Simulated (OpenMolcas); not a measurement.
# Cr³⁺ among point charges: CASSCF and CASPT2 levels and susceptibility

Aim: the splitting of the states of Cr³⁺ in the field of 6 point charges, its lowest levels with spin-orbit coupling and its magnetic susceptibility.

Method: state-averaged CASSCF and CASPT2, spin-orbit coupling by RASSI with atomic mean-field integrals. Code: OpenMolcas 26.06.

### 1 The atom as given

| Quantity | Value |
| --- | --- |
| Species | Cr³⁺ (chromium, Z = 24, 21 electrons) |
| Basis | ANO-RCC-VDZP [5s4p2d1f], 34 functions |
| Scalar Hamiltonian | DKH2, point nucleus |
| Inactive shells | 1s 2s 2p 3s 3p |
| Active space | 3 electrons in 5 orbitals (3d) |
| Some configurations of this space | 3d3 |
| Orbitals | optimised for each spin and parity, averaged over all roots |

Outer shells as boxes (Hund's rule):

3d3
```
3d [↑ ][↑ ][↑ ][  ][  ]
```

The ion sits among 6 point charges of -0.5 e arranged as a trigonal antiprism (D3d), 2.1 Å from the ion, with a polar angle of 52.6° against the regular 54.74°.

Each step is its own input file, run in one work folder so that later steps find the files of earlier ones. Labels, J, g values, rates, χT and fits are worked out afterwards by a script from the matrices that RASSI stores. The input lists half of the charges; inversion (Group=XYZ) makes the rest.

### 2 GATEWAY and SEWARD: basis and integrals

File a.inp:

```
&GATEWAY
Coord
1

Cr 0.0 0.0 0.0
Basis=ANO-RCC-VDZP
Group=XYZ
NoMove
AngMom=0.0 0.0 0.0
AMFI
XField
3 Angstrom 0
0.000000 1.667072 1.277056 -0.500000
1.443727 -0.833536 1.277056 -0.500000
1.443727 0.833536 -1.277056 -0.500000
&SEWARD
```

### 3 CASSCF: quartets of even parity, 10 roots

File a.inp:

```
&RASSCF
FileOrb=start.orb
Symmetry=1
Spin=4
nActEl=3 0 0
Inactive=3 6
Ras2=5 0
CIRoot=10 10 1
SDav=10
CIMx=300
Iter=120 100
PrWF=0.3
OrbListing=Nothing
MaxOrb=0
>>> COPY $Project.JobIph JOB001
```

start.orb holds the contracted functions of the basis, ordered by shell, or the orbitals of the step before.

### 4 Reference wave functions, doublets of even parity, 40 roots

File a.inp:

```
&RASSCF
FileOrb=start.orb
Symmetry=1
Spin=2
nActEl=3 0 0
Inactive=3 6
Ras2=5 0
CIRoot=40 40 1
SDav=40
CIMx=300
Iter=120 100
PrWF=0.3
OrbListing=Nothing
MaxOrb=0
>>> COPY $Project.JobIph JOB002
```

### 5 RASSI: spin-orbit coupling between the states

File a.inp:

```
&RASSI
NrOfJobIphs=2 10 40
1 2 3 4 5 6 7 8 9 10
1 2 3 4 5 6 7 8 9 10 11 12 13 14 15 16 17 18 19 20 21 22 23 24 25 26 27
28 29 30 31 32 33 34 35 36 37 38 39 40
IphNames
JOB001
JOB002
EJob
SpinOrbit
DIPRint=1.0
SOCoupling=1000.0
Subsets=2
Property=9
'ANGMOM' 1 'ANGMOM' 2 'ANGMOM' 3 'MLTPL  1' 1 'MLTPL  1' 2 'MLTPL  1' 3
'AMFI' 1 'AMFI' 2 'AMFI' 3
SOProperty=3
'ANGMOM' 1 'ANGMOM' 2 'ANGMOM' 3
```

### 6 CASPT2: IPEA 0.25, imaginary shift 0.1 (closed shells correlated: 3s 3p)

File a.inp:

```
>>> COPY JOB001 $Project.JobIph
&CASPT2
Multistate=10 1 2 3 4 5 6 7 8 9 10
NoMult
Frozen=2 3
IPEA=0.25
Imaginary=0.1
MaxIter=60
WThr=0.0 0.3 0.05
PrWF=0.5
NoMix
>>> COPY JOB002 $Project.JobIph
&CASPT2
Multistate=40 1 2 3 4 5 6 7 8 9 10 11 12 13 14 15 16 17 18 19 20 21 22
23 24 25 26 27 28 29 30 31 32 33 34 35 36 37 38 39 40
NoMult
Frozen=2 3
IPEA=0.25
Imaginary=0.1
MaxIter=60
WThr=0.0 0.3 0.05
PrWF=0.5
NoMix
```

(Steps that only read results are left out.)

**Question.** What will these runs give? Wanted: spin-free ground state; first state of the same spin within the active space; lowest level; next level.

**Answer**, as computed:

| quantity | value |
| --- | --- |
| method | SS-CASPT2, IPEA 0.25, imaginary shift 0.1 (closed shells correlated: 3s 3p) |
| spin-free ground state | 4A2, 1-fold in its orbital part |
| first state of the same spin within the active space | 4A1 at 282 cm⁻¹ |
| lowest level | 2-fold E1/2, g = 1.13, 1.34, 1.34 |
| next level | 28.2 cm⁻¹ |
| χT at 300 K | 1.02 cm³ K/mol |
| effective moment at 300 K | 2.86 μB |

Cost by method:

```tsv
method	time of its own steps	time with the reference
A. CASSCF	8.6 s	8.6 s
B. SS-CASPT2, IPEA 0.25, imaginary shift 0.1, +3s 3p	2.2 s	11 s
```

Times are of one thread on a shared host.

In words: The spin-free ground state (4A2) comes to 100 % from free-ion F terms and keeps the highest spin of the shell. χT at 300 K is 1.02, against 1.88 cm³ K/mol for the spin alone, so spin-orbit coupling lowers it. CASPT2 does not keep the components of a term degenerate, and the means are used. The field of point charges can differ much from that of real complexes. This is an electrostatic model: the charges have no orbitals.
